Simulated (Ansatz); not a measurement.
# Alloy of Si and Sn (56 of 64 Si sites exchanged), 64 atoms

How does this alloy cell relax, and what gap do PBEsol give?

All numbers are computed with Ansatz 0.2.0 (PAW, plane waves).

**1. The system as built**

64 atoms (56 Sn, 8 Si); a = 12.813 Å, b = 12.813 Å, c = 12.813 Å, α = 90.00°, β = 90.00°, γ = 90.00°. All atoms were shaken off their sites by about 0.02 Å along each axis; atoms next to an added one may be pushed further to make room.

Plan of the steps: (2) PBEsol cell relaxation at the single k point (¼, ¼, ¼), on 1 × NVIDIA GB200 with 8 threads of Arm Neoverse-V2.

**2. Relaxing cell and atoms with PBEsol**

Contents of in.yaml:

```yaml
crystal:
  lattice:
    - [12.813394, 0.000000, 0.000000]
    - [0.000000, 12.813394, 0.000000]
    - [0.000000, 0.000000, 12.813394]
  atoms:
    - { symbol: Sn, position: [0.999497, 0.001658, 0.000393] }
    - { symbol: Sn, position: [0.998084, 0.000365, 0.501101] }
    - { symbol: Sn, position: [0.000165, 0.500515, 0.002116] }
    - { symbol: Sn, position: [0.002459, 0.503135, 0.499820] }
    - { symbol: Sn, position: [0.500134, 0.999305, 0.999177] }
    - { symbol: Sn, position: [0.501717, 0.998294, 0.498247] }
    - { symbol: Sn, position: [0.499977, 0.498619, 0.999431] }
    - { symbol: Sn, position: [0.500529, 0.499029, 0.499714] }
    - { symbol: Sn, position: [0.126256, 0.125647, 0.124658] }
    - { symbol: Sn, position: [0.123262, 0.123966, 0.629023] }
    - { symbol: Sn, position: [0.123399, 0.623554, 0.124635] }
    - { symbol: Sn, position: [0.623807, 0.124151, 0.123035] }
    - { symbol: Sn, position: [0.624939, 0.126300, 0.625904] }
    - { symbol: Sn, position: [0.625194, 0.625550, 0.124782] }
    - { symbol: Sn, position: [0.626601, 0.626133, 0.629305] }
    - { symbol: Sn, position: [0.248425, 0.249303, 0.998270] }
    - { symbol: Sn, position: [0.254358, 0.754422, 0.001090] }
    - { symbol: Sn, position: [0.750576, 0.247685, 0.998697] }
    - { symbol: Sn, position: [0.747612, 0.252480, 0.498860] }
    - { symbol: Sn, position: [0.749277, 0.750095, 0.998962] }
    - { symbol: Sn, position: [0.748952, 0.748651, 0.501105] }
    - { symbol: Sn, position: [0.375813, 0.374549, 0.125913] }
    - { symbol: Sn, position: [0.376089, 0.373251, 0.627274] }
    - { symbol: Sn, position: [0.374372, 0.875696, 0.624104] }
    - { symbol: Sn, position: [0.872994, 0.373394, 0.624228] }
    - { symbol: Sn, position: [0.874501, 0.874122, 0.125955] }
    - { symbol: Sn, position: [0.877681, 0.873958, 0.624449] }
    - { symbol: Sn, position: [0.253503, 0.999669, 0.752670] }
    - { symbol: Sn, position: [0.251088, 0.497986, 0.251850] }
    - { symbol: Sn, position: [0.249339, 0.501951, 0.750325] }
    - { symbol: Sn, position: [0.748760, 0.999576, 0.252618] }
    - { symbol: Sn, position: [0.752501, 0.998845, 0.750364] }
    - { symbol: Sn, position: [0.751374, 0.498987, 0.248931] }
    - { symbol: Sn, position: [0.751673, 0.501381, 0.750630] }
    - { symbol: Sn, position: [0.374197, 0.124442, 0.375599] }
    - { symbol: Sn, position: [0.374333, 0.627000, 0.374403] }
    - { symbol: Sn, position: [0.371760, 0.628887, 0.875181] }
    - { symbol: Sn, position: [0.874889, 0.125602, 0.375774] }
    - { symbol: Sn, position: [0.875768, 0.123379, 0.874102] }
    - { symbol: Sn, position: [0.878245, 0.622495, 0.373590] }
    - { symbol: Sn, position: [0.876263, 0.624416, 0.873244] }
    - { symbol: Sn, position: [0.999131, 0.252010, 0.247205] }
    - { symbol: Sn, position: [0.999850, 0.248500, 0.748708] }
    - { symbol: Sn, position: [0.999277, 0.751057, 0.249335] }
    - { symbol: Sn, position: [0.001604, 0.749731, 0.751221] }
    - { symbol: Sn, position: [0.500869, 0.250236, 0.249395] }
    - { symbol: Sn, position: [0.499731, 0.249852, 0.750746] }
    - { symbol: Sn, position: [0.500471, 0.748137, 0.250009] }
    - { symbol: Sn, position: [0.498572, 0.753152, 0.748268] }
    - { symbol: Sn, position: [0.121775, 0.372991, 0.374194] }
    - { symbol: Sn, position: [0.126816, 0.375303, 0.874711] }
    - { symbol: Sn, position: [0.124782, 0.873894, 0.375805] }
    - { symbol: Sn, position: [0.127308, 0.875488, 0.878151] }
    - { symbol: Sn, position: [0.620255, 0.377561, 0.374643] }
    - { symbol: Sn, position: [0.625297, 0.373853, 0.875888] }
    - { symbol: Sn, position: [0.624904, 0.877176, 0.375237] }
    - { symbol: Si, position: [0.122792, 0.624459, 0.624706] }
    - { symbol: Si, position: [0.252518, 0.251307, 0.498809] }
    - { symbol: Si, position: [0.250723, 0.751340, 0.499175] }
    - { symbol: Si, position: [0.376057, 0.875331, 0.127663] }
    - { symbol: Si, position: [0.875770, 0.375763, 0.125312] }
    - { symbol: Si, position: [0.248359, 0.001984, 0.252529] }
    - { symbol: Si, position: [0.378922, 0.125318, 0.876741] }
    - { symbol: Si, position: [0.625651, 0.874632, 0.873507] }
  symmetry: { detect: false }
kpoints:
  mp_grid: { grid: [1, 1, 1], shift: [0.25, 0.25, 0.25] }
hamiltonian:
  xc: pbesol
scf:
  occupations: { method: fermi_dirac, width: 0.01 }
relax:
  f_tol: 0.03
  max_steps: 80
  escape_saddle: false
  adjacent_minimum: "off"
  cell: { fix: [shape] }
output:
  forces: true
  eigenvalues: true
  populations: true
```

Command:

```console
$ ansatz run in.yaml --threads 8 --pin off --max-ram 118750MiB --runs-dir r --events-out ev --progress --plain --backend cuda --devices 0, --max-vram 170GiB
```

What does the calculation give? Wanted: for each run, top filled to lowest empty.

As calculated:

```
             level         time  top filled to lowest empty (eV)
PBEsol, relaxation  6.7 s (GPU)                             0.14
```

| quantity | value |
| --- | --- |
| relaxation | 6 recorded steps, 2.99 eV gained |
| largest shift | 0.24 Å (Sn48) |
| relaxed cell | a = 12.789 Å, b = 12.789 Å, c = 12.789 Å, α = 90.00°, β = 90.00°, γ = 90.00° |
| mean bonds | Si–Si 2.429, Si–Sn 2.643, Sn–Sn 2.816 Å |

**In words.** The relaxation lowers the energy by 2.99 eV; the largest shift is 0.24 Å (Sn48), while the volume changes by -0.6 %. Part of this undoes the random shake of the start. The mean lengths of the listed bonds run from Si–Si 2.43 Å to Sn–Sn 2.82 Å. A spacing under 0.2 eV need not be a band gap: disorder can split levels that lie at the Fermi energy. No spin–orbit coupling is included; with elements this heavy it would shift the edges. With one k point the spacing samples only the states that fold onto it, so it can exceed the gap over the zone.
